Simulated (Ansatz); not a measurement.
Predict the output of the script below (the Python package of Ansatz (0.2.0)).

The script, `hzn.py`:
```python
"""Does a wider search find a lower mean-field state of HZn(+)?"""

import ansatz as az
import numpy as np

GEOMETRY = """
Zn    0.00000    0.00000    0.00000
H     0.00000    0.00000    1.61000
"""

molecule = az.Crystal.molecule()
for line in GEOMETRY.strip().splitlines():
    symbol, *xyz = line.split()
    molecule = molecule.atom(symbol, [float(v) for v in xyz])
symbols = [site.symbol for site in molecule.cartesian_sites]

start = np.array([site.position_ang for site in molecule.cartesian_sites])
for factor in [1.0, 1.3]:
    xyz = (start - start.mean(axis=0)) * factor
    scaled = az.Crystal.molecule()
    for symbol, place in zip(symbols, xyz):
        scaled = scaled.atom(symbol, place.tolist())
    model = (
        scaled.calculation()
        .basis(gaussian="def2-SVP")
        .functional("pbe0")
        .charge(1)
        .spin("collinear")
    )
    for search in ("off", "standard"):
        try:
            rep = model.scf(lower_state_search=search).run().report
        except az.AnsatzError as error:
            print(f"x{factor} search {search}: {type(error).__name__}")
            continue
        state = rep["mean_field"]["state"]
        print(f"all distances x{factor}, search {search:8s} E = {rep['free_energy_ev']:.5f} eV  <S^2> = {abs(state['spin_squared']):.3f}  other states met: {len(rep['mean_field']['others'])}")
```

Running `python hzn.py` prints:
```text
all distances x1.0, search off      E = -48412.85121 eV  <S^2> = 0.000  other states met: 0
all distances x1.0, search standard E = -48412.85121 eV  <S^2> = 0.000  other states met: 0
all distances x1.3, search off      E = -48411.87401 eV  <S^2> = 0.000  other states met: 0
all distances x1.3, search standard E = -48411.87515 eV  <S^2> = 0.055  other states met: 3
```

Reading the output:
- Total energies depend on the basis set; only differences at equal settings carry meaning.
- The count of other states can hold repeated and symmetry-equivalent ends of the search; scaling all distances is a test, and for more than two atoms no physical path.
- The expectation value of S² is noticeably off S(S+1) in at least one run, so that state is spin-contaminated.
- Run time: 6 s on 1 thread of Arm Neoverse V1, on a shared host, peak memory 0.16 GiB.
